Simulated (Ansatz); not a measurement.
Working through a check of PAW against all-electron LAPW of AlNi, space group Cmmm

Computed with the Python package of Ansatz (0.2.0).

`POSCAR_alni`
```text
AlNi
1.0
   1.93869400   -1.95319015    0.00000000
   1.93869400    1.95319015    0.00000000
   0.00000000    0.00000000    3.09943004
Al Ni
1 1
Direct
   0.00000000    0.00000000    0.00000000
   0.50000000    0.50000000    0.50000000
```

Run as a notebook:

In [1]:
```python
import ansatz as az
from ase.io import read
import numpy as np


def count_gap(report):
    # lowest empty less highest filled band, counting bands; zero where they overlap
    return max(report.get('gap_by_band_count_ev') or 0.0, 0.0)
```

In [2]:
```python
atoms = read('POSCAR_alni', format='vasp')
crystal = az.Crystal.from_ase(atoms).moments(Ni=1.5)
```

In [3]:
```python
job = (
    crystal.calculation()
    .functional(az.Functional.LDA)
    .kpoints(12, 12, 11)
    .occupations('fermi_dirac', width=0.15)  # the run then minimises F = E - TS
    .spin(az.SpinTreatment.COLLINEAR)
    .scf(tolerance=1e-10)
    .stress()
    .forces()
    .band_table()
)
variants = {
    'PAW': job.pseudopotentials('paw'),
    'LAPW': job.pseudopotentials('all_electron', lapw=True),
}
# totals differ by the cores that each treatment holds, so compare what does not depend on them
rows = []
for label, variant in variants.items():
    summary = variant.run(threads=1, backend='cpu').report
    levels = np.array(summary['eigenvalues_ev'][0]) - summary['fermi_energy_ev']
    print(label, 'levels at the first k-point near E_F:', np.round(levels[np.abs(levels) < 5], 3))
    rows.append((label, summary['n_electrons'], np.trace(summary['stress_gpa']) / 3, count_gap(summary), summary['magnetization_mub']))
lines = [','.join(['treatment', 'electrons in bands', 'P GPa', 'gap by band count eV', 'moment muB'])] + [','.join(f'{v:.4f}' if isinstance(v, float) else str(v) for v in row) for row in rows]
print('\n'.join(lines))
with open('paw_lapw.csv', 'w') as handle:
    handle.write('\n'.join(lines) + '\n')
```
```text
DeckWarning: basis.ecutwfc = 420 eV, auto-derived from the records' recommended cutoffs: set by Al (normal level)
RunWarning: the starting moments were not kept: the SCF closed with an absolute magnetisation of 9.4e-9 μB, where they sum to 1.5 μB in size (1 site). That is at most 0.1 of that sum. Measured as dr2_m measures the in/out step, that magnetisation stands 4.2e-17 eV from none, at or under the dr2_threshold of 1.0e-10 [...]
PAW levels at the first k-point near E_F: [-3.478 -3.352 -1.72  -1.7   -1.399  2.88 ]
LAPW levels at the first k-point near E_F: [-3.478 -3.353 -1.72  -1.7   -1.401  2.869]
treatment,electrons in bands,P GPa,gap by band count eV,moment muB
PAW,21.0000,-4.8946,0.0000,0.0000
LAPW,29.0000,-4.9890,0.0000,-0.0000
```

PAW gives -4.895 GPa and LAPW -4.989 GPa, 0.09 GPa apart. They took 15.8 and 111.9 s of processor time.

Caveats:
- The SCF didn't keep the moments it started from (some shrank, vanished or turned); what is printed is the state reached.
- The computed bands are complete only to about 5.5 eV above the Fermi level.
- Within a few hundredths of an angstrom the cell has the higher group P4/mmm; the lower one is a small distortion.
- A Fermi-Dirac width this large means warm electrons, whose thermal share enters the free energy.
- A gap by band count of zero or less means overlapping bands, a metal.
- The structure comes from a database of computed cells and needn't be a stable or known phase.
- Levels are Kohn-Sham eigenvalues on this mesh.
- Warnings are shown shortened and without file and line.
- Pressure is positive in compression; the treatments may keep other shells as core, so totals and counts of electrons can differ.
- It ran for 2.1 min on 1 thread of Arm Neoverse V1, on a shared host, peak memory 1.3 GiB.
